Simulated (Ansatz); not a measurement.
# AlAs (triplet): the correlation ladder, cc-pVTZ

How much of the correlation energy of AlAs (triplet) does each wave-function method recover here?

Computed with Ansatz 0.2.0, Gaussian basis. Level: cc-pVTZ, core rule «outside noble gas», up to 19 orbitals frozen.

To be run: UHF; CCSD(T) on ROHF; CCSD(T) on UHF; BCCD(T) on ROHF; CISD as a restricted active space (open shells left free, so some higher excitations enter); CCSDT(Q) on ROHF; CCSDT(Q) on UHF; CASSCF and MRCISD+Q, 8 electrons in 8 orbitals; CASSCF and NEVPT2, 8 electrons in 8 orbitals.

7 further runs of the same task are left out: 3 for a known fault of the program, 4 set aside as unsound or not needed. Runs told in other sessions of the task aren't counted.

## (1) What is computed

The geometry is a PBE0/def2-TZVP stationary point (not a proven minimum) of the parent state, kept for this charge and spin. No spin-orbit coupling is included. The filled d shell of As may be among the frozen orbitals whatever the setting's name suggests.

2 atoms, charge 0, spin multiplicity 3.

Atoms are counted from 1 here; the program's logs count them from 0.

Bond lengths: Al1–As2 2.162 Å.

## (2) UHF

in.yaml reads:

```yaml
crystal:
  periodic: [false, false, false]
  atoms:
    - {symbol: Al, position_ang: [0.000000, 0.000000, 0.000000]}
    - {symbol: As, position_ang: [0.000000, 0.000000, 2.162000]}
basis:
  gaussian: {orbitals: cc-pVTZ}
magnetization: {spin_polarized: true, initial_magnetization: 2}
hamiltonian: {xc: hf}
output: {orbitals: {seedname: orbitals}}
```

Command:

```bash
> ansatz run in.yaml --threads 1 --pin off --events-out ev --progress --plain --max-ram 4096MiB --backend cpu
```

After this run come: CCSD(T) on ROHF; CCSD(T) on UHF; BCCD(T) on ROHF; CISD as a restricted active space (open shells left free, so some higher excitations enter); CCSDT(Q) on ROHF; CCSDT(Q) on UHF; CASSCF and MRCISD+Q, 8 electrons in 8 orbitals; CASSCF and NEVPT2, 8 electrons in 8 orbitals.

**Question.** What will the summary of the whole plan be? Wanted: UCCSDT(Q) from the RHF energy; RMP2 from UCCSDT(Q); UMP2 from UCCSDT(Q); RCCSD from UCCSDT(Q); RCCSD(T) from UCCSDT(Q); UCCSD(T) from UCCSDT(Q); RCCSDT(Q) from UCCSDT(Q); NEVPT2 valence from UCCSDT(Q); MRCISD+Q valence from UCCSDT(Q).

**Answer**, as computed:

```
                         quantity                      value
    UCCSDT(Q) from the ROHF energy                 -5.3019 eV
              RMP2 from UCCSDT(Q)                 +947.1 meV
              UMP2 from UCCSDT(Q)                +1009.0 meV
             RCCSD from UCCSDT(Q)                 +371.3 meV
          RCCSD(T) from UCCSDT(Q)                  +64.5 meV
          UCCSD(T) from UCCSDT(Q)                  +64.1 meV
         RCCSDT(Q) from UCCSDT(Q)                   +8.0 meV
    NEVPT2 valence from UCCSDT(Q)                 +871.4 meV
  MRCISD+Q valence from UCCSDT(Q)                  +52.3 meV
levels within 1 kcal/mol (43 meV)  RCCSDT, UCCSDT, RCCSDT(Q)
                    T1 diagnostic                      0.035
   effectively unpaired electrons                       2.04
```

RCCSD(T) misses by +64.5 meV, 1.2 % of the correlation energy. One determinant dominates. Of the multireference levels listed MRCISD+Q valence comes nearest in total energy (+52.3 meV), which doesn't show that its space is the better one. Coupled cluster took another determinant than the lowest Hartree-Fock one. These misses are within one basis, not against nature; the frozen cores of restricted and unrestricted runs differ, which can shift their rows.

With open shells the CI space here admits some higher excitations, so it is larger than plain CISD.
